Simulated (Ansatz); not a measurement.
# HfSi (quintet): the correlation ladder, def2-SVP

One table from this session's results is given with a row withheld; the runs are named, their logs left out.

Program: Ansatz 0.2.0, Gaussian basis. Level of theory: def2-SVP, core rule «outside noble gas», up to 9 orbitals frozen. These are calculated values, not measurements.

Plan: UHF; CCSD(T) on ROHF; CCSD(T) on UHF; CISD as a restricted active space (open shells left free, so some higher excitations enter); CCSDT(Q) on ROHF; CCSDT(Q) on UHF.

25 further runs of the same task are left out: 11 for a known fault of the program, 7 that didn't finish, 7 set aside as unsound or not needed. Runs told in other sessions of the task aren't counted.

## What is computed

The geometry is a PBE0/def2-TZVP stationary point (not a proven minimum). No spin-orbit coupling is included. Elements past krypton take def2 core potentials.

2 atoms, charge 0, spin multiplicity 5.

Atoms are counted from 1 here; the program's logs count them from 0.

Bond lengths: Hf1–Si2 2.547 Å.

Set-up of the first run:

in.yaml

```yaml
crystal:
  periodic: [false, false, false]
  atoms:
    - {symbol: Hf, position_ang: [0.000000, 0.000000, 0.000000]}
    - {symbol: Si, position_ang: [0.000000, 0.000000, 2.547000]}
basis:
  gaussian: {orbitals: def2-SVP}
magnetization: {spin_polarized: true, initial_magnetization: 4}
hamiltonian: {xc: hf}
output: {orbitals: {seedname: orbitals}}
```

Launch:

```console
ansatz run in.yaml --threads 1 --pin off --events-out ev --progress --plain --max-ram 2393MiB
```

Steps of the session up to this table: UHF; CCSD(T) on ROHF; CCSD(T) on UHF; CISD as a restricted active space (open shells left free, so some higher excitations enter); CCSDT(Q) on ROHF; CCSDT(Q) on UHF.

One table of the session follows, with a row left open; its other results are not shown here.

```
   method  from RCCSDT(Q) (kJ/mol)
     ROHF                   +409.7
      UHF                   +362.2
     RMP2                    +92.7
     UMP2                   +105.9
    RCCSD                    +30.2
    UCCSD                    +22.8
 RCCSD(T)                     +6.5
 UCCSD(T)                        ?
   RCCSDT                     +1.7
   UCCSDT                     -3.3
RCCSDT(Q)                        0
UCCSDT(Q)                     -5.3
```

Estimate the missing values for UCCSD(T).

**Answer.** from RCCSDT(Q) (kJ/mol): +3.4. In the column «from RCCSDT(Q) (kJ/mol)» it lies between RCCSDT (+1.7) and RCCSD(T) (+6.5).

Not comparable, so not listed: CISD as a restricted active space (open shells left free, so some higher excitations enter) (they don't share determinant, frozen orbitals or solution with the rows shown, or repeat one).

With the free atoms at the same levels and basis (separate runs), the atomisation energy is 2.203 eV at RCCSDT(Q), 2.170 eV at RCCSD(T), 2.136 eV at UCCSD(T), 1.064 eV at ROHF.

Caveats from the session: Warnings: spin contamination; large T1 diagnostic. Restricted and unrestricted rows rest on different reference determinants; a gap between their highest levels can come from leftover correlation error, from unlike frozen cores or from another state.
